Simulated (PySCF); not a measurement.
# A gas-phase reaction: CH5FGe + Cl2 → CH4ClFGe + ClH

Wanted: the reaction energy for `[CH3][GeH2][F]` + `ClCl` → `[CH3][GeH]([F])[Cl]` + `Cl`.

Programs: PySCF 2.14.0. All values are calculated, for the isolated system unless a continuum is named. Atoms count from 0, parts from 1.

### 1 Starting point

Each species was relaxed by itself at PBE0-D3(BJ)/def2-SVPD.

### 2 Reaction energy: wB97M-D3(BJ)/def2-TZVPD

The job: settings as JSON, then the geometry in Å.

```
{"job": {"kind": "react", "xc": "wB97M-D3(BJ)", "basis": "def2-TZVPD"}, "charge": 0, "multiplicity": 1}
-1 CH5FGe charge 0 multiplicity 1
C     -0.835900     0.554600     0.181110
Ge     0.839140    -0.375530    -0.089440
F      0.480270    -1.751160    -1.138730
H     -1.569280    -0.116060     0.648410
H     -1.234550     0.902320    -0.781310
H     -0.686680     1.425240     0.836100
H      1.885760     0.449020    -0.855640
H      1.416640    -0.993140     1.194020

-1 Cl2 charge 0 multiplicity 1
Cl     1.014660     0.005570     0.005650
Cl    -1.014730    -0.003650    -0.004810

+1 CH4ClFGe charge 0 multiplicity 1
C     -0.595640    -0.896010    -0.085780
Ge     0.593690     0.612390     0.005890
F      1.071940     0.807640     1.680720
Cl    -0.487500     2.417190    -0.497920
H     -1.447400    -0.720150     0.583990
H     -0.962750    -1.022340    -1.112910
H     -0.068230    -1.806760     0.229350
H      1.891680     0.606260    -0.804230

+1 ClH charge 0 multiplicity 1
Cl     0.644690     0.004580     0.004650
H     -0.643470    -0.002980    -0.003920
```

Level: wB97M-D3(BJ)/def2-TZVPD reaction energy of separated species, gas phase.

On the command line:

```sh
$ OMP_NUM_THREADS=1 python cluster_run.py task.json out
```

This one command runs all jobs of the session in turn.

The log of the run:

```text
species 1 (CH5FGe)
coarse grid: 30256 points
cycle   1  E = -2218.0068185687  dE = -6.336e-01  |g| = 8.376e-01  |ddm| = 2.245e+00
cycle   2  E = -2217.9730353708  dE =  3.378e-02  |g| = 1.052e+00  |ddm| = 1.076e+00
cycle   3  E = -2218.0981876704  dE = -1.252e-01  |g| = 6.949e-02  |ddm| = 5.063e-01
cycle   4  E = -2218.0987364125  dE = -5.487e-04  |g| = 3.335e-02  |ddm| = 5.945e-02
cycle   5  E = -2218.0988858513  dE = -1.494e-04  |g| = 3.571e-03  |ddm| = 2.488e-02
cycle   6  E = -2218.0988898778  dE = -4.027e-06  |g| = 1.031e-03  |ddm| = 6.895e-03
final grid: 62712 points
cycle   7  E = -2218.0987868100  dE = -3.909e-07  |g| = 9.104e-04  |ddm| = 4.078e-03
cycle   8  E = -2218.0987868468  dE = -3.685e-08  |g| = 8.987e-04  |ddm| = 1.190e-03
cycle   9  E = -2218.0987869904  dE = -1.436e-07  |g| = 1.067e-04  |ddm| = 4.957e-04
cycle  10  E = -2218.0987869926  dE = -2.219e-09  |g| = 3.233e-05  |ddm| = 8.645e-05
cycle  11  E = -2218.0987869931  dE = -5.098e-10  |g| = 7.174e-06  |ddm| = 8.266e-05
converged SCF energy = -2218.0987869931

species 2 (Cl2)
coarse grid: 12632 points
cycle   1  E = -920.4762354013  dE =  6.389e-02  |g| = 2.472e-01  |ddm| = 1.180e+00
cycle   2  E = -920.4854154908  dE = -9.180e-03  |g| = 1.551e-01  |ddm| = 2.411e-01
cycle   3  E = -920.4902182641  dE = -4.803e-03  |g| = 1.247e-02  |ddm| = 9.692e-02
cycle   4  E = -920.4902876814  dE = -6.942e-05  |g| = 2.486e-03  |ddm| = 1.204e-02
cycle   5  E = -920.4902920372  dE = -4.356e-06  |g| = 2.986e-04  |ddm| = 3.875e-03
final grid: 23496 points
cycle   6  E = -920.4902480119  dE = -4.832e-08  |g| = 9.183e-05  |ddm| = 4.983e-04
cycle   7  E = -920.4902480155  dE = -3.536e-09  |g| = 4.793e-05  |ddm| = 1.124e-04
cycle   8  E = -920.4902480161  dE = -6.212e-10  |g| = 1.457e-05  |ddm| = 4.219e-05
converged SCF energy = -920.4902480161

species 3 (CH4ClFGe)
coarse grid: 34104 points
cycle   1  E = -2677.7029733773  dE = -4.385e-01  |g| = 8.921e-01  |ddm| = 2.278e+00
cycle   2  E = -2677.6760766697  dE =  2.690e-02  |g| = 1.110e+00  |ddm| = 1.216e+00
cycle   3  E = -2677.8181912832  dE = -1.421e-01  |g| = 7.787e-02  |ddm| = 5.759e-01
cycle   4  E = -2677.8191382809  dE = -9.470e-04  |g| = 3.881e-02  |ddm| = 7.765e-02
cycle   5  E = -2677.8193542584  dE = -2.160e-04  |g| = 6.028e-03  |ddm| = 2.939e-02
cycle   6  E = -2677.8193669740  dE = -1.272e-05  |g| = 2.259e-03  |ddm| = 1.119e-02
cycle   7  E = -2677.8193685653  dE = -1.591e-06  |g| = 5.121e-04  |ddm| = 3.747e-03
final grid: 69088 points
cycle   8  E = -2677.8192719976  dE = -2.452e-07  |g| = 4.212e-04  |ddm| = 4.885e-03
cycle   9  E = -2677.8192720130  dE = -1.538e-08  |g| = 4.791e-04  |ddm| = 8.325e-04
cycle  10  E = -2677.8192720452  dE = -3.218e-08  |g| = 4.961e-05  |ddm| = 2.275e-04
cycle  11  E = -2677.8192720474  dE = -2.251e-09  |g| = 2.307e-05  |ddm| = 1.689e-04
cycle  12  E = -2677.8192720476  dE = -1.946e-10  |g| = 3.916e-06  |ddm| = 3.909e-05
converged SCF energy = -2677.8192720476

species 4 (ClH)
coarse grid: 8792 points
cycle   1  E = -460.8503335345  dE = -8.165e-02  |g| = 2.169e-01  |ddm| = 7.239e-01
cycle   2  E = -460.8625129244  dE = -1.218e-02  |g| = 1.397e-01  |ddm| = 2.651e-01
cycle   3  E = -460.8670522213  dE = -4.539e-03  |g| = 1.358e-02  |ddm| = 9.818e-02
cycle   4  E = -460.8670933040  dE = -4.108e-05  |g| = 3.364e-03  |ddm| = 9.545e-03
cycle   5  E = -460.8670995523  dE = -6.248e-06  |g| = 8.515e-04  |ddm| = 3.915e-03
final grid: 17120 points
cycle   6  E = -460.8670682984  dE = -3.716e-07  |g| = 3.676e-04  |ddm| = 8.892e-04
cycle   7  E = -460.8670683446  dE = -4.627e-08  |g| = 1.618e-04  |ddm| = 3.981e-04
cycle   8  E = -460.8670683512  dE = -6.576e-09  |g| = 4.221e-05  |ddm| = 1.295e-04
cycle   9  E = -460.8670683525  dE = -1.312e-09  |g| = 3.975e-06  |ddm| = 6.531e-05
cycle  10  E = -460.8670683525  dE = -3.354e-12  |g| = 8.166e-07  |ddm| = 3.313e-06
converged SCF energy = -460.8670683525

Reaction energy = -61.461 kcal/mol
```

Wall time 22 s (1 thread of Arm Neoverse V2, shared host); peak memory 0.77 GiB.

Species by species (with the dispersion term, which the log's SCF energies lack):

```tsv
ν	species	energy (Eh)	HOMO (eV)
-1	[CH3][GeH2][F]	-2218.10474	-11.46
-1	ClCl	-920.49147	-11.18
+1	[CH3][GeH]([F])[Cl]	-2677.82654	-11.26
+1	Cl	-460.86761	-11.93
```

### 3 Reaction energy: PBE0-D3(BJ)/def2-TZVPD

Settings changed since step 2:

```diff
@@ -1,2 +1,2 @@
-{"job": {"kind": "react", "xc": "wB97M-D3(BJ)", "basis": "def2-TZVPD"}, "charge": 0, "multiplicity": 1}
+{"job": {"kind": "react", "xc": "PBE0", "basis": "def2-TZVPD", "disp": "d3bj"}, "charge": 0, "multiplicity": 1}
 -1 CH5FGe charge 0 multiplicity 1
```

Level: PBE0-D3(BJ)/def2-TZVPD reaction energy of separated species, gas phase.

The log of the run:

```text
species 1 (CH5FGe)
coarse grid: 30256 points
cycle   1  E = -2217.5451127959  dE = -6.092e-01  |g| = 9.078e-01  |ddm| = 2.326e+00
cycle   2  E = -2217.3582460587  dE =  1.869e-01  |g| = 1.469e+00  |ddm| = 1.345e+00
cycle   3  E = -2217.6442636304  dE = -2.860e-01  |g| = 1.897e-01  |ddm| = 8.174e-01
cycle   4  E = -2217.6491810475  dE = -4.917e-03  |g| = 3.135e-02  |ddm| = 1.211e-01
cycle   5  E = -2217.6493161568  dE = -1.351e-04  |g| = 5.305e-03  |ddm| = 2.291e-02
cycle   6  E = -2217.6493222324  dE = -6.076e-06  |g| = 2.039e-03  |ddm| = 5.327e-03
final grid: 62712 points
cycle   7  E = -2217.6493008132  dE =  4.868e-07  |g| = 2.734e-03  |ddm| = 5.235e-03
cycle   8  E = -2217.6492993896  dE =  1.424e-06  |g| = 3.879e-03  |ddm| = 3.837e-03
cycle   9  E = -2217.6493023587  dE = -2.969e-06  |g| = 4.063e-04  |ddm| = 2.198e-03
cycle  10  E = -2217.6493023847  dE = -2.592e-08  |g| = 1.985e-05  |ddm| = 2.139e-04
cycle  11  E = -2217.6493023847  dE = -5.912e-11  |g| = 7.204e-06  |ddm| = 1.828e-05
converged SCF energy = -2217.6493023847

species 2 (Cl2)
coarse grid: 3248 points
cycle   1  E = -920.0848704895  dE =  1.015e-01  |g| = 1.608e-01  |ddm| = 1.191e+00
cycle   2  E = -920.0872209405  dE = -2.350e-03  |g| = 8.739e-02  |ddm| = 1.235e-01
cycle   3  E = -920.0886038586  dE = -1.383e-03  |g| = 3.229e-02  |ddm| = 7.027e-02
cycle   4  E = -920.0888549855  dE = -2.511e-04  |g| = 5.428e-04  |ddm| = 2.039e-02
cycle   5  E = -920.0888550948  dE = -1.094e-07  |g| = 2.230e-04  |ddm| = 9.351e-04
final grid: 23496 points
cycle   6  E = -920.0901491252  dE = -8.697e-06  |g| = 2.709e-03  |ddm| = 7.418e-03
cycle   7  E = -920.0901495584  dE = -4.332e-07  |g| = 1.503e-03  |ddm| = 3.011e-03
cycle   8  E = -920.0901497973  dE = -2.389e-07  |g| = 1.100e-04  |ddm| = 1.206e-03
cycle   9  E = -920.0901497999  dE = -2.568e-09  |g| = 4.180e-05  |ddm| = 9.856e-05
cycle  10  E = -920.0901498003  dE = -3.953e-10  |g| = 3.007e-06  |ddm| = 2.417e-05
converged SCF energy = -920.0901498003

species 3 (CH4ClFGe)
coarse grid: 34104 points
cycle   1  E = -2677.0498082445  dE = -4.312e-01  |g| = 9.506e-01  |ddm| = 2.373e+00
cycle   2  E = -2676.8562381477  dE =  1.936e-01  |g| = 1.527e+00  |ddm| = 1.511e+00
cycle   3  E = -2677.1652393112  dE = -3.090e-01  |g| = 1.907e-01  |ddm| = 9.144e-01
cycle   4  E = -2677.1705798963  dE = -5.341e-03  |g| = 4.035e-02  |ddm| = 1.350e-01
cycle   5  E = -2677.1707920878  dE = -2.122e-04  |g| = 6.727e-03  |ddm| = 2.591e-02
cycle   6  E = -2677.1708028632  dE = -1.078e-05  |g| = 2.238e-03  |ddm| = 7.697e-03
cycle   7  E = -2677.1708039879  dE = -1.125e-06  |g| = 2.970e-04  |ddm| = 1.736e-03
final grid: 69088 points
cycle   8  E = -2677.1708404907  dE = -7.922e-08  |g| = 3.931e-04  |ddm| = 4.169e-03
cycle   9  E = -2677.1708404682  dE =  2.254e-08  |g| = 4.952e-04  |ddm| = 7.133e-04
cycle  10  E = -2677.1708405298  dE = -6.163e-08  |g| = 2.454e-05  |ddm| = 3.761e-04
cycle  11  E = -2677.1708405299  dE = -9.459e-11  |g| = 9.515e-06  |ddm| = 2.317e-05
converged SCF energy = -2677.1708405299

species 4 (ClH)
coarse grid: 2248 points
cycle   1  E = -460.6537844681  dE = -4.644e-02  |g| = 1.882e-01  |ddm| = 7.411e-01
cycle   2  E = -460.6558533026  dE = -2.069e-03  |g| = 1.902e-01  |ddm| = 3.151e-01
cycle   3  E = -460.6653817061  dE = -9.528e-03  |g| = 1.506e-02  |ddm| = 1.513e-01
cycle   4  E = -460.6654037629  dE = -2.206e-05  |g| = 2.693e-03  |ddm| = 7.323e-03
cycle   5  E = -460.6654053108  dE = -1.548e-06  |g| = 1.111e-03  |ddm| = 2.553e-03
final grid: 17120 points
cycle   6  E = -460.6658904048  dE = -4.429e-06  |g| = 2.164e-03  |ddm| = 7.338e-03
cycle   7  E = -460.6658904343  dE = -2.954e-08  |g| = 1.795e-03  |ddm| = 2.512e-03
cycle   8  E = -460.6658910520  dE = -6.176e-07  |g| = 1.533e-04  |ddm| = 1.363e-03
cycle   9  E = -460.6658910589  dE = -6.902e-09  |g| = 2.148e-05  |ddm| = 1.086e-04
cycle  10  E = -460.6658910590  dE = -1.027e-10  |g| = 4.933e-06  |ddm| = 1.682e-05
converged SCF energy = -460.6658910590

Reaction energy = -61.551 kcal/mol
```

Run time: 12 s. Hardware: 1 thread of Arm Neoverse V2, shared host; peak memory 0.74 GiB.

Reaction energy at this level: -61.55 kcal/mol.

### 4 Comparing the runs

Energies in kcal/mol, with wall time:

```tsv
run	reaction	time
wB97M-D3(BJ)/def2-TZVPD	-61.46	22 s
PBE0-D3(BJ)/def2-TZVPD	-61.55	12 s
```

### 5 What came out

| quantity | value |
| --- | --- |
| reaction energy (wB97M-D3(BJ)/def2-TZVPD) | -61.46 kcal/mol |
| ΔH, ΔG at 298 K (xTB thermal terms) | -61.8, -61.8 kcal/mol |
| range of the reaction energy over the runs of this table | -61.55 to -61.46 kcal/mol |

What this shows: The reaction is exothermic by 61.8 kcal/mol in the gas phase; dispersion gives -0.40, and xTB itself gave -44.12 for the electronic energy (xTB energies and thermal terms come from the earlier relaxation of each species, not shown). No barrier was sought. xTB and this level differ widely in the electronic energy, so what comes from xTB (the thermal terms above all) is less safe here. The reaction energy runs from -61.55 (PBE0-D3(BJ)/def2-TZVPD) to -61.46 kcal/mol (wB97M-D3(BJ)/def2-TZVPD).
